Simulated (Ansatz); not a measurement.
This script drives Ansatz's Python interface.

`methods.py`:
```python
"""One geometry of BH7SeSi2, method by method."""

from pathlib import Path

import ansatz as az
import numpy as np

GEOMETRY = """
B    -0.93120    1.57670   -0.59910
Si    0.85460    1.02670   -0.42020
Se    1.08960   -0.05280    1.55850
Si    0.02360   -1.84590    0.80420
H    -1.31020    2.20230   -1.59720
H    -1.76670    1.40180    0.23640
H     1.77070    2.20500   -0.44740
H     1.24650    0.14670   -1.53520
H     0.61440   -2.38550   -0.34490
H    -1.41820   -1.44440    0.48980
H    -0.10770   -2.88770    1.87570
"""

system = az.Crystal.molecule()
for line in GEOMETRY.strip().splitlines():
    symbol, *xyz = line.split()
    system = system.atom(symbol, [float(v) for v in xyz])

job = system.calculation().basis(gaussian="def2-SVP")

print("functional    E (Ha)        dipole (D)   HOMO (eV)  LUMO (eV)")
for name in ["hse06", "pbe0", "r2scan", "r2scan0", "b3lyp", "cam_b3lyp"]:
    data = job.functional(name).forces().orbitals().run(threads=1, backend="cpu", runs_dir="runs").report
    lines = Path(data["orbitals_path"]).read_text().splitlines()
    field_of = lambda key: [line.split("=")[1].strip() for line in lines if line.startswith(key)]
    orbitals = [(27.211386 * float(e), s, float(n)) for e, s, n in zip(field_of("Ene="), field_of("Spin="), field_of("Occup="))]
    homo = max(e for e, _, n in orbitals if n > 0.5)
    lumo = min(e for e, _, n in orbitals if n < 0.5)
    dipole = 4.803205 * np.linalg.norm(data["charge_distribution"]["dipole_moment_e_ang"])
    print(f"{name:10s} {data['free_energy_ev'] / 27.211386246:14.6f} {dipole:9.3f} {homo:11.3f} {lumo:10.3f}")
```

It is started by `python methods.py`. Estimate its wall time and peak memory on 1 thread of Arm Neoverse V1, with other jobs on the host.

It took about 50 s, with a peak of 0.42 GiB, for 6 runs of the engine.

```console
$ python methods.py
functional    E (Ha)        dipole (D)   HOMO (eV)  LUMO (eV)
hse06        -3008.498366     1.070      -6.493     -3.125
pbe0         -3008.510972     1.074      -6.886     -2.740
r2scan       -3009.002671     1.069      -6.049     -3.432
r2scan0      -3008.989788     1.151      -7.082     -2.594
b3lyp        -3009.163036     0.976      -6.598     -2.876
cam_b3lyp    -3009.183950     1.074      -8.066     -1.523
```

Caveats:
- Total energies depend on the basis set; only differences at equal settings carry meaning.
- The geometry is a force-field or estimated start, not a minimum of this method, and the basis set is short of its limit. A lower total doesn't mark the better method: functionals have no common bound, and MP2 and coupled cluster aren't variational.
- b3lyp holds the VWN-RPA fit, as in Gaussian; the form of ORCA and Turbomole is b3lyp5.
- Levels such as HOMO and LUMO are orbital energies: with these approximate functionals they aren't the ionisation energy and electron affinity, and their gap isn't the fundamental gap.
- hse06 follows the composition of plane-wave codes, whose totals differ by tens of mHa, up to about 0.1 Ha, from the form usual in Gaussian-basis programs (wpbeh).

(Lines on the test bed's own set-up are left out of the output.)
